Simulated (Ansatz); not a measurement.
**AlH2NTe: single points off equilibrium**

The task here is to estimate one member of a computed series from the others.

Method: single points in def2-TZVPP; program: Ansatz 0.2.0, Gaussian basis.

Cores are frozen in the correlated methods. Filled d shells of the heavier atoms are correlated. Core potentials replace the inner electrons past krypton, and spin-orbit coupling is left out.

## Starting geometry

SMILES `[NH]1[AlH][Te]1`, 5 atoms, charge 0, spin multiplicity 1.

Atoms are counted from 1 here; the program's logs count them from 0.

Bond lengths: N1–Al2 1.885 Å, N1–H4 1.289 Å, Al2–Te3 2.831 Å, Al2–H5 1.127 Å. Angles: Al2–N1–H4 152.6°, N1–Al2–Te3 58.1°, N1–Al2–H5 156.3°, Te3–Al2–H5 145.5°.

Geometry (Å):

```mol
AlH2NTe
  3D, bonds by distance, orders not assigned

  5  4  0  0  0  0  0  0  0  0999 V2000
   -0.6978   -0.5080   -0.4759 N   0  0
    0.4310    0.9156    0.0270 Al  0  0
    0.7684   -1.6984    1.0603 Te  0  0
   -1.8578   -1.0507   -0.6248 H   0  0
    0.8389    1.9664    0.0058 H   0  0
  1  2  8  0
  1  4  8  0
  2  3  8  0
  2  5  8  0
M  END
```

Set-up of the first run:

Contents of run/in.yaml:

```yaml
crystal:
  periodic: [false, false, false]
  atoms:
    - {symbol: N, position_ang: [-0.697800, -0.508000, -0.475900]}
    - {symbol: Al, position_ang: [0.431000, 0.915600, 0.027000]}
    - {symbol: Te, position_ang: [0.768400, -1.698400, 1.060300]}
    - {symbol: H, position_ang: [-1.857800, -1.050700, -0.624800]}
    - {symbol: H, position_ang: [0.838900, 1.966400, 0.005800]}
basis:
  gaussian: {orbitals: def2-TZVPP}
correlation: {method: ccsd_t}
output: {forces: true}
```

The command line of these runs was not kept.

Steps of the session up to this table: CCSD(T)/def2-TZVPP; PBE0-D4/def2-TZVPP; wB97M-V/def2-TZVPP; r2SCAN-D4/def2-TZVPP; PBE-D4/def2-TZVPP; revPBE-D4/def2-TZVPP; r2SCANh-D4/def2-TZVPP.

One of the session's tables, all rows but one given; the rest of the session is left out.

```
    method  RMS force component (eV/Å)  angle to CCSD(T) forces (°)  dipole (D)
   CCSD(T)                       7.050                    reference        3.63
   PBE0-D4                       7.037                          1.3        3.64
   wB97M-V                           ?                            ?           ?
 r2SCAN-D4                       7.018                          0.6        3.63
    PBE-D4                       6.879                          0.7        3.30
 revPBE-D4                       6.876                          1.0        3.33
r2SCANh-D4                       7.056                          1.0        3.73
```

Estimate the missing values for wB97M-V.

**Answer.** RMS force component (eV/Å): 7.012; angle to CCSD(T) forces (°): 2.1; dipole (D): 3.86. In the column «RMS force component (eV/Å)» it lies between PBE-D4 (6.879) and r2SCAN-D4 (7.018).
